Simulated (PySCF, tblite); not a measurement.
# C₃H₃F₂GeO₂ radical: geometry, infrared bands and EPR parameters

Aim: predict the infrared bands and EPR parameters of C₃H₃F₂GeO₂ radical (`C=[C](O[C]=O)[GeH]([F])[F]`).

The runs use tblite 0.8.0 and PySCF 2.14.0, with density-fitted response routines of our own; the level of theory stands in each step. All values are computed, except where a source is named. Atoms count from 0, in the outputs and in this text.

## (1) Starting geometry

11 atoms, charge 0, multiplicity 2; geometry from: force field or distance geometry start.

Bonds of the start (Å): C0–C1 1.34, C1–O2 1.40, O2–C3 1.41, C3–O4 1.27, C1–Ge5 1.94, Ge5–F6 1.75, Ge5–F7 1.76, C0–H8 1.08, C0–H9 1.09, Ge5–H10 1.55.

## (2) Geometry optimisation with GFN2-xTB

Job settings and geometry (Å):

```
{"job": {"kind": "relax", "xc": "GFN2-xTB", "basis": "xTB"}, "charge": 0, "multiplicity": 2}
C      1.290500    -1.291000    -0.046300
C      0.591300    -0.152200    -0.180600
O      1.303700     1.007500    -0.512400
C      0.829200     2.332200    -0.386900
O     -0.206500     2.606300     0.286500
Ge    -1.325000    -0.203700     0.102700
F     -1.927400    -1.819900    -0.199700
F     -1.677300     0.261500     1.764800
H      2.358200    -1.301100    -0.199200
H      0.783100    -2.216300     0.219100
H     -2.014400     0.779600    -0.874000
```

The run is started by

```console
$ OMP_NUM_THREADS=1 python probes_run.py task.json out
```

One launch serves the whole session: the jobs run in the order shown.

**Question.** This job is followed by: GFN2-xTB harmonic vibrations, gas phase; UKS B3LYP, def2-TZVP-core on Ge, pcH-1 on C F H O, non-relativistic, mean-field spin-orbit, GIAO. What will the session give for the following? strongest single infrared mode (GFN2-xTB); zero-point energy (GFN2-xTB); g(iso) (B3LYP); ⟨S²⟩; largest a(iso) (averaged by class); potential on the surface of density 0.002 e/bohr³, 1st and 99th percentile.

As calculated:

| quantity | value |
| --- | --- |
| strongest single infrared mode (GFN2-xTB) | 1797 cm⁻¹, 487 km/mol |
| zero-point energy (GFN2-xTB) | 33.3 kcal/mol |
| g(iso) (B3LYP) | 2.00170 |
| ⟨S²⟩ | 0.753 (exact 0.75) |
| largest a(iso) (averaged by class) | 13C on C3, 676.9 MHz |
| potential on the surface of density 0.002 e/bohr³, 1st and 99th percentile | -1.26 V and 1.92 V |

What this shows: Over 71 steps the energy fell by 1.104 eV; of the close pairs, O2–C3 changed most, 1.413 to 1.276 Å. The frame itself reshapes: O4···Ge5 goes from 3.03 to 2.47 Å. No mode is imaginary among the 27: a minimum at this level. The strongest single mode, at 1797 cm⁻¹, moves mainly C3 and O4. GFN2-xTB is a fitted tight-binding method: band positions and strengths are rough. Its intensities can rank the bands wrongly. C3 carries the largest spin population, 0.74 e. The isotropic g lies 0.6 ppt below the free-electron value. The hyperfine terms hold no scalar relativity, which the heavier nuclei need. The conformer search found further structures of the same energy, which may be mirror or relabelled copies of this one.
